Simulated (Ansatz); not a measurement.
**H₇NO₃Si₂: one species, many methods**

An exercise on one series of results from a longer session: the logs are not shown, and one member is left open.

The runs use Ansatz 0.2.0, Gaussian basis; functionals in def2-TZVPP, the program's frozen cores in correlated methods.

Levels to be run: LDA (SPW92), PBE-D4, revPBE-D4, BLYP-D4, r2SCAN-D4, B97M-V, PBE0-D4, B3LYP-D4, r2SCANh-D4, r2SCAN0-D4, HSE06-D4, BHLYP-D4, CAM-B3LYP-D4, LC-ωPBE, ωB97X-V, ωB97M-V, B2PLYP, PBE-QIDH; CCSD(T)/def2-SVP; CCSD(T)/def2-TZVPP; MP2/def2-QZVPP; extrapolation to the limit; RPA on PBE.

## The geometry

The geometry comes from an earlier relaxation with PBE0-D4 in a triple-zeta def2 set; it is a stationary point, not always the lowest conformer.

SMILES `O[SiH2]N[SiH](O)O`, 13 atoms, charge 0, spin multiplicity 1.

Atoms are counted from 1 here; the program's logs count them from 0.

Bond lengths: O1–Si2 1.661 Å, O1–H7 0.959 Å, Si2–N3 1.709 Å, Si2–H8 1.487 Å, Si2–H9 1.485 Å, N3–Si4 1.719 Å, N3–H10 1.010 Å, Si4–O5 1.641 Å, Si4–O6 1.633 Å, Si4–H11 1.480 Å, O5–H12 0.958 Å, O6–H13 0.965 Å. Angles: Si2–O1–H7 116.4°, O1–Si2–N3 107.4°, O1–Si2–H8 106.9°, O1–Si2–H9 111.8°, N3–Si2–H8 113.4°, N3–Si2–H9 107.8°, H8–Si2–H9 109.6°, Si2–N3–Si4 127.2°, Si2–N3–H10 116.0°, Si4–N3–H10 115.6°, N3–Si4–O5 104.3°, N3–Si4–O6 107.9°, N3–Si4–H11 115.4°, O5–Si4–O6 116.1°, O5–Si4–H11 108.6°, O6–Si4–H11 104.9°, Si4–O5–H12 117.1°, Si4–O6–H13 114.8°.

Set-up of the first run:

The input, in.yaml:

```yaml
crystal:
  periodic: [false, false, false]
  atoms:
    - {symbol: O, position_ang: [-0.302277, -0.598087, 2.034517]}
    - {symbol: Si, position_ang: [0.498146, -1.413021, 0.829054]}
    - {symbol: N, position_ang: [0.812050, -0.293456, -0.423335]}
    - {symbol: Si, position_ang: [-0.294697, 0.819327, -1.124493]}
    - {symbol: O, position_ang: [0.572904, 2.201875, -1.293573]}
    - {symbol: O, position_ang: [-1.602646, 0.907700, -0.151127]}
    - {symbol: H, position_ang: [-0.840971, -1.130267, 2.623098]}
    - {symbol: H, position_ang: [-0.381344, -2.536819, 0.410384]}
    - {symbol: H, position_ang: [1.802594, -1.947528, 1.297231]}
    - {symbol: H, position_ang: [1.785115, -0.138945, -0.644271]}
    - {symbol: H, position_ang: [-0.830149, 0.433179, -2.448974]}
    - {symbol: H, position_ang: [0.219079, 2.869828, -1.882189]}
    - {symbol: H, position_ang: [-1.417303, 0.791513, 0.788475]}
basis:
  gaussian: {orbitals: def2-TZVPP}
hamiltonian: {xc: lda}
output: {orbitals: {seedname: orbitals}}
```

Command:

```bash
$ ansatz run in.yaml --threads 2 --pin off --events-out ev --progress --plain --max-ram 32768MiB --backend cuda --devices 0, --max-vram 18GiB
```

Among the steps run: LDA; PBE-D4 (GGA); revPBE-D4 (GGA); BLYP-D4 (GGA); r2SCAN-D4 (meta-GGA); B97M-V (meta-GGA); PBE0-D4 (hybrid); B3LYP-D4 (hybrid); r2SCANh-D4 (hybrid); r2SCAN0-D4 (hybrid); HSE06-D4 (hybrid); BHLYP-D4 (hybrid); CAM-B3LYP-D4 (range-separated); LC-ωPBE (range-separated); ωB97X-V (range-separated); ωB97M-V (range-separated); B2PLYP (double hybrid); PBE-QIDH (double hybrid).

One table of the session follows, with a row left open; its other results are not shown here.

It belongs to the step «Frontier levels by functional». 

```
  functional  HOMO (eV)  LUMO (eV)  gap (eV)
 LDA (SPW92)      -6.69      -0.72      5.98
      PBE-D4      -6.56      -0.50      6.06
   revPBE-D4      -6.50      -0.40      6.10
     BLYP-D4      -6.43      -0.47      5.97
   r2SCAN-D4      -6.86       0.07      6.94
      B97M-V      -6.99      -0.27      6.72
     PBE0-D4      -7.94       0.37      8.32
    B3LYP-D4      -7.71       0.06      7.77
  r2SCANh-D4      -7.38       0.35      7.73
  r2SCAN0-D4      -8.16       0.74      8.90
    HSE06-D4          ?          ?         ?
    BHLYP-D4      -9.26       1.09     10.34
CAM-B3LYP-D4      -9.36       1.20     10.56
     LC-ωPBE     -10.75       2.48     13.22
     ωB97X-V     -10.39       2.30     12.69
     ωB97M-V     -10.28       1.89     12.17
```

**Question.** Estimate the row for HSE06-D4.

The run gave: HOMO (eV): -7.54; LUMO (eV): 0.00; gap (eV): 7.54. In the column «HOMO (eV)» it lies between B3LYP-D4 (-7.71) and r2SCANh-D4 (-7.38).
